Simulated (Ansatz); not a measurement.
# C2H5IO: a ladder of functionals and wavefunction methods

One table from this session's results is given with a row withheld; the runs are named, their logs left out.

Computed with Ansatz 0.2.0, Gaussian basis. Level: functionals in def2-TZVPP, the program's frozen cores in correlated methods.

Levels to be run: LDA (SPW92), PBE-D4, revPBE-D4, BLYP-D4, r2SCAN-D4, B97M-V, PBE0-D4, B3LYP-D4, r2SCANh-D4, r2SCAN0-D4, HSE06-D4, BHLYP-D4, CAM-B3LYP-D4, LC-ωPBE, ωB97X-V, ωB97M-V, B2PLYP, PBE-QIDH; CCSD(T)/def2-SVP; CCSD(T)/def2-TZVPP; MP2/def2-QZVPP; extrapolation to the limit; RPA on PBE.

**The relaxed structure**

An earlier PBE0-D4 in a triple-zeta def2 set relaxation fixed the geometry. I takes the def2 core potential; no spin-orbit term is included.

SMILES `COCI`, 9 atoms, charge 0, spin multiplicity 1.

Atoms are counted from 1 here; the program's logs count them from 0.

Bond lengths: C1–O2 1.411 Å, C1–H5 1.096 Å, C1–H6 1.088 Å, C1–H7 1.095 Å, O2–C3 1.354 Å, C3–I4 2.211 Å, C3–H8 1.085 Å, C3–H9 1.092 Å. Angles: O2–C1–H5 110.9°, O2–C1–H6 106.9°, O2–C1–H7 110.4°, H5–C1–H6 109.7°, H5–C1–H7 109.2°, H6–C1–H7 109.8°, C1–O2–C3 114.8°, O2–C3–I4 113.9°, O2–C3–H8 109.4°, O2–C3–H9 114.0°, I4–C3–H8 103.6°, I4–C3–H9 102.8°, H8–C3–H9 112.6°.

Coordinates:

```
atom     x (Å)     y (Å)     z (Å)
  C1   0.43071   0.54845  -0.99661
  O2   0.54736   0.53110   0.40943
  C3  -0.08232  -0.50199   1.01789
  I4  -2.28627  -0.33142   1.01800
  H5   0.77507  -0.39822  -1.42914
  H6   1.05493   1.36397  -1.35648
  H7  -0.61004   0.72077  -1.29118
  H8   0.17325  -0.51009   2.07249
  H9   0.08571  -1.46888   0.53849
```

Set-up of the first run:

in.yaml reads:

```yaml
crystal:
  periodic: [false, false, false]
  atoms:
    - {symbol: C, position_ang: [0.430707, 0.548448, -0.996607]}
    - {symbol: O, position_ang: [0.547365, 0.531096, 0.409431]}
    - {symbol: C, position_ang: [-0.082316, -0.501988, 1.017891]}
    - {symbol: I, position_ang: [-2.286272, -0.331419, 1.017997]}
    - {symbol: H, position_ang: [0.775074, -0.398219, -1.429139]}
    - {symbol: H, position_ang: [1.054927, 1.363971, -1.356477]}
    - {symbol: H, position_ang: [-0.610036, 0.720773, -1.291179]}
    - {symbol: H, position_ang: [0.173246, -0.510086, 2.072492]}
    - {symbol: H, position_ang: [0.085705, -1.468876, 0.538491]}
basis:
  gaussian: {orbitals: def2-TZVPP}
hamiltonian: {xc: lda}
output: {orbitals: {seedname: orbitals}}
```

On the command line:

```
ansatz run in.yaml --threads 4 --pin off --events-out ev --progress --plain --max-ram 10444MiB
```

Among the steps run: LDA; PBE-D4 (GGA); revPBE-D4 (GGA); BLYP-D4 (GGA); r2SCAN-D4 (meta-GGA); B97M-V (meta-GGA); B3LYP-D4 (hybrid); r2SCANh-D4 (hybrid); r2SCAN0-D4 (hybrid); HSE06-D4 (hybrid); BHLYP-D4 (hybrid); CAM-B3LYP-D4 (range-separated); LC-ωPBE (range-separated); ωB97X-V (range-separated); ωB97M-V (range-separated); B2PLYP (double hybrid); PBE-QIDH (double hybrid).

One of the session's tables, all rows but one given; the rest of the session is left out.

It belongs to the step «Orbital energies across the functionals». 

| functional | HOMO (eV) | gap (eV) |
| --- | --- | --- |
| LDA (SPW92) | -6.16 | 4.23 |
| PBE-D4 | -6.00 | 4.28 |
| revPBE-D4 | -5.95 | 4.31 |
| BLYP-D4 | -5.84 | 4.20 |
| r2SCAN-D4 | -6.28 | 4.76 |
| B97M-V | -6.32 | 4.81 |
| PBE0-D4 | -7.17 | 6.33 |
| B3LYP-D4 | -6.93 | 5.83 |
| r2SCANh-D4 | -6.71 | 5.51 |
| r2SCAN0-D4 | -7.35 | 6.63 |
| HSE06-D4 | ? | ? |
| BHLYP-D4 | -8.17 | 8.26 |
| CAM-B3LYP-D4 | -8.46 | 8.63 |
| LC-ωPBE | -9.83 | 11.17 |
| ωB97X-V | -9.48 | 10.71 |
| ωB97M-V | -9.35 | 10.43 |

Estimate the missing values for HSE06-D4.

As computed: HOMO (eV): -6.78; gap (eV): 5.56. In the column «HOMO (eV)» it lies between B3LYP-D4 (-6.93) and r2SCANh-D4 (-6.71).
